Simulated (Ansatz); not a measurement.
# CH5Cl2In: the cost of one run

Program: Ansatz 0.2.0. Level of theory: RKS PBE-D4/def2-SVP. These are calculated values, not measurements.

## Step 1: The system as given

Bond lengths: In1–C2 2.530 Å, C2–H3 1.110 Å, C2–H4 1.110 Å, C2–H5 1.110 Å, In1–Cl6 2.440 Å, In1–Cl7 2.440 Å, In1–H8 2.070 Å. Angles: In1–C2–H3 109.5°, In1–C2–H4 109.5°, In1–C2–H5 109.5°, H3–C2–H4 109.4°, H3–C2–H5 109.4°, H4–C2–H5 109.4°, C2–In1–Cl6 120.0°, C2–In1–Cl7 120.0°, C2–In1–H8 71.6°, Cl6–In1–Cl7 120.0°, Cl6–In1–H8 105.6°, Cl7–In1–H8 92.7°.

Coordinates:

```xyz
9

In    0.0000    0.0000    0.0000
C     0.0000    0.0000    2.5300
H    -0.9996   -0.3092    2.9005
H     0.7676   -0.7111    2.9005
H     0.2320    1.0203    2.9005
Cl    2.1130    0.0000   -1.2200
Cl   -2.1130    0.0000   -1.2200
H    -0.2651   -1.9464    0.6527
H    -0.2071   -1.5209    1.6854
```

## Step 2: A restrained relaxation towards end A

Springs on the bonds that form and break draw the guess towards this end; the thresholds are loose.

File input.yaml:

```yaml
crystal:
  periodic: [false, false, false]
  atoms:
    - { symbol: In, position_ang: [0.0, 0.0, 0.0] }
    - { symbol: C, position_ang: [0.0, 0.0, 2.53] }
    - { symbol: H, position_ang: [-0.9996, -0.3092, 2.9005] }
    - { symbol: H, position_ang: [0.7676, -0.7111, 2.9005] }
    - { symbol: H, position_ang: [0.232, 1.0203, 2.9005] }
    - { symbol: Cl, position_ang: [2.113, 0.0, -1.22] }
    - { symbol: Cl, position_ang: [-2.113, 0.0, -1.22] }
    - { symbol: H, position_ang: [-0.2651, -1.9464, 0.6527] }
    - { symbol: H, position_ang: [-0.2071, -1.5209, 1.6854] }
basis:
  gaussian: { orbitals: def2-SVP }
hamiltonian:
  xc: pbe
  dispersion: d4
relax:
  f_tol: 0.15
  max_steps: 25
  restrain:
    - { distance: [0, 7], at: 2.97, k: 30.0 }
    - { distance: [8, 1], at: 2.31, k: 30.0 }
    - { distance: [0, 1], at: 2.18, k: 30.0 }
    - { distance: [8, 7], at: 0.66, k: 30.0 }
```

The run is started by

```console
ansatz run input.yaml --threads 2 --pin off --max-ram 3072MiB --backend cpu --events-out ev --progress --plain --runs-dir out
```

Q: Estimate wall time and peak memory on 2 threads of Intel Xeon 6975P-C (Granite Rapids), shared host.

About 9.1 s, with a peak of 0.17 GiB.
